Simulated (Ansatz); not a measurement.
# ZnH8N4Cl2: the cost of one run

All numbers below are computed with Ansatz 0.2.0 (DFT PBE, plane waves, PAW, scalar-relativistic, no spin polarisation).

## (1) The structure to begin with

The cell holds 15 atoms (Cl2H8N4Zn): a = 5.481 Å, b = 5.942 Å, c = 5.237 Å, α = 95.79°, β = 73.07°, γ = 88.70°.

As a file:

```xyz
15
Lattice="5.4702 -0.3019 0.1776 0.4627 5.9239 -0.0274 1.3311 -0.6103 5.0283" Properties=species:S:1:pos:R:3 pbc="T T T"
H     1.4475    4.9125    2.4268
H     4.7579    0.8526    1.3688
H     5.8190    4.7527    4.6423
H     2.8273   -0.0100    0.6248
Cl    4.8130    4.6349    1.7926
Cl    0.9453    2.5706    1.6768
N     3.8428    3.4527    4.7401
N     1.6488    3.6352    3.9519
N     4.5350    1.5038    3.5017
N     3.4589    2.2283    0.8005
H     3.2502    0.7739    2.1556
H     1.4674    0.3662    1.5924
H     2.9489    2.4276    2.7204
H     2.7084    3.9210    1.7272
Zn    1.6530    0.7387    4.0016
```

## (2) The run

input.yaml

```yaml
crystal:
  lattice:
    - [5.470152, -0.301889, 0.177576]
    - [0.462716, 5.923851, -0.027389]
    - [1.33105, -0.610275, 5.028315]
  atoms:
    - { symbol: H, position: [0.071948, 0.882903, 0.484904] }
    - { symbol: H, position: [0.792346, 0.209588, 0.245384] }
    - { symbol: H, position: [0.765449, 0.934161, 0.901297] }
    - { symbol: H, position: [0.487873, 0.034226, 0.107206] }
    - { symbol: Cl, position: [0.725993, 0.853976, 0.335522] }
    - { symbol: Cl, position: [0.051652, 0.470999, 0.334221] }
    - { symbol: "N", position: [0.416552, 0.700068, 0.931794] }
    - { symbol: "N", position: [0.050698, 0.697412, 0.787931] }
    - { symbol: "N", position: [0.634475, 0.355831, 0.675936] }
    - { symbol: "N", position: [0.562387, 0.419403, 0.141613] }
    - { symbol: H, position: [0.476994, 0.197484, 0.412921] }
    - { symbol: H, position: [0.183914, 0.10321, 0.31076] }
    - { symbol: H, position: [0.369094, 0.483281, 0.530613] }
    - { symbol: H, position: [0.353204, 0.714411, 0.334911] }
    - { symbol: Zn, position: [0.091182, 0.211114, 0.793742] }
kpoints:
  mp_grid: { grid: [3, 3, 3] }
magnetization:
  spin_polarized: false
scf:
  occupations: { method: cold, width: 0.15 }
hamiltonian:
  pseudopotentials: { kind: paw }
  xc: pbe
basis:
  ecutwfc: 420
md:
  timestep: 0.25
  n_steps: 30
  ensemble: nve
  temperature: 300.0
  initial_velocities: maxwell_boltzmann
  seed: 913328
```

Launch:

```bash
$ ansatz run input.yaml --threads 2 --pin off --max-ram 2560MiB --backend cpu --events-out ev --progress --plain --runs-dir out
```

Q: Estimate wall time and peak memory on 2 threads of Arm Neoverse V1, shared host.

About 81 s, with a peak of 0.46 GiB.
